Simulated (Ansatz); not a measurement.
# Na: the cost of one run

All numbers below are computed with Ansatz 0.2.0 (DFT PBEsol, plane waves, PAW, scalar-relativistic, no spin polarisation).

### Step 1. The system as given

The cell holds 16 atoms (Na16): a = 8.733 Å, b = 8.733 Å, c = 8.733 Å, α = 90.00°, β = 90.00°, γ = 90.00°.

Coordinates:

```xyz
16
Lattice="8.7331 0.0000 0.0000 0.0000 8.7331 0.0000 0.0000 0.0000 8.7331" Properties=species:S:1:pos:R:3 pbc="T T T"
Na    0.0000    0.0000    0.0000
Na    4.3665    0.0000    0.0000
Na    0.0000    4.3665    0.0000
Na    0.0000    0.0000    4.3665
Na    2.1833    2.1833    2.1833
Na    4.3665    4.3665    0.0000
Na    4.3665    0.0000    4.3665
Na    6.5498    2.1833    2.1833
Na    0.0000    4.3665    4.3665
Na    2.1833    6.5498    2.1833
Na    2.1833    2.1833    6.5498
Na    4.3665    4.3665    4.3665
Na    6.5498    6.5498    2.1833
Na    6.5498    2.1833    6.5498
Na    2.1833    6.5498    6.5498
Na    6.5498    6.5498    6.5498
```

### Step 2. Run 1

250 steps of 2 fs under a Langevin thermostat at 1300 K.

File input.yaml:

```yaml
accuracy: low
crystal:
  lattice:
    - [8.73309, 0.0, 0.0]
    - [0.0, 8.73309, 0.0]
    - [0.0, 0.0, 8.73309]
  atoms:
    - { symbol: Na, position: [0.0, 0.0, 0.0] }
    - { symbol: Na, position: [0.5, 0.0, 0.0] }
    - { symbol: Na, position: [0.0, 0.5, 0.0] }
    - { symbol: Na, position: [0.0, 0.0, 0.5] }
    - { symbol: Na, position: [0.25, 0.25, 0.25] }
    - { symbol: Na, position: [0.5, 0.5, 0.0] }
    - { symbol: Na, position: [0.5, 0.0, 0.5] }
    - { symbol: Na, position: [0.75, 0.25, 0.25] }
    - { symbol: Na, position: [0.0, 0.5, 0.5] }
    - { symbol: Na, position: [0.25, 0.75, 0.25] }
    - { symbol: Na, position: [0.25, 0.25, 0.75] }
    - { symbol: Na, position: [0.5, 0.5, 0.5] }
    - { symbol: Na, position: [0.75, 0.75, 0.25] }
    - { symbol: Na, position: [0.75, 0.25, 0.75] }
    - { symbol: Na, position: [0.25, 0.75, 0.75] }
    - { symbol: Na, position: [0.75, 0.75, 0.75] }
basis:
  ecutwfc: 420.0
kpoints:
  mp_grid: { grid: [1, 1, 1] }
hamiltonian:
  xc: pbesol
scf:
  occupations: { method: fermi_dirac, width: 0.11 }
  lower_state_search: "off"
md:
  timestep: 2
  n_steps: 250
  ensemble: nvt_langevin
  temperature: 1300.0
  initial_velocities: maxwell_boltzmann
  seed: 817942
  friction: 0.02
```

The run is started by

```console
> ansatz run input.yaml --threads 1 --pin off --max-ram 3072MiB --backend cpu --events-out ev --progress --plain --runs-dir out
```

Q: Estimate wall time and peak memory on 1 thread of Arm Neoverse V1, shared host.

About 13 min, with a peak of 0.54 GiB.
